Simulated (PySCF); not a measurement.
# The bond of LiCd+, level by level

The task here is to estimate one member of a computed series from the others.

Computed with PySCF 2.14.0. Level: Li def2-TZVP, Cd def2-TZVP with ECP28, scalar-relativistic core potentials.

The first run:

A driver script around PySCF takes these settings:

* atoms: Li, Cd
* charge: 1
* basis: Li def2-TZVP, Cd def2-TZVP with ECP28
* Hamiltonian: scalar-relativistic core potentials
* basis functions: 54
* electrons treated: 22
* masses in u: 7.0160, 113.9034
* levels: PBE0, PBE, r²SCAN, MN15, TPSSh, LDA, HSE06, HF, MP2, SCS-MP2, CCSD, CCSD(T)
* grid: 80 radial by 434 angular points
* occupations: held fixed by the projection of orbital angular momentum
* dissociation limit: Li+ + Cd, each in its ground configuration
* starting distance in angstrom: 2.785
* values of 2S to try: 0, 2

The run is started by

```
OMP_NUM_THREADS=1 python dia.py task.json out
```

Steps of the session up to this table: Set-up; PBE0 along the bond; Other states along the same grid; PBE (GGA); r²SCAN (meta-GGA); MN15; TPSSh (hybrid meta-GGA); LDA (local density); HSE06; RHF (mean field); Adding correlation.

One table of the session follows, with a row left open; its other results are not shown here.

It belongs to the step «The curves together». Energy (eV) from each level's lowest point:

```
R (Å)    RHF  RHF-MP2  RHF-SCS-MP2  RHF-CCSD  RHF-CCSD(T)
2.382  0.287    0.191        0.202       n/a          n/a
2.493  0.152    0.089        0.096     0.104        0.102
2.604  0.068    0.030        0.034     0.039        0.037
2.687  0.029    0.008        0.010     0.012        0.011
2.770      ?        ?            ?         ?            ?
2.853  0.000    0.003        0.001     0.000        0.000
2.964  0.005    0.018        0.015     0.013        0.013
3.102  0.028    0.050        0.046     0.043        0.044
3.269  0.072    0.099        0.094     0.091        0.091
3.490  0.142    0.169        0.164       n/a          n/a
```

Q: Estimate the row for R (Å) = 2.770 from the others.

Worked estimate for «RHF». A straight line through the neighbours (2.687, 0.029) and (2.853, 0.000) gives 0.029 + (0.000 − 0.029) × (2.770 − 2.687) / (2.853 − 2.687) = 0.015; a parabola fitted to 4 rows on both sides gives 0.008.

As computed: RHF: 0.008; RHF-MP2: 0.000; RHF-SCS-MP2: 0.000; RHF-CCSD: 0.000; RHF-CCSD(T): 0.000. In «RHF» the line misses by +0.007 and the parabola by 0.000.
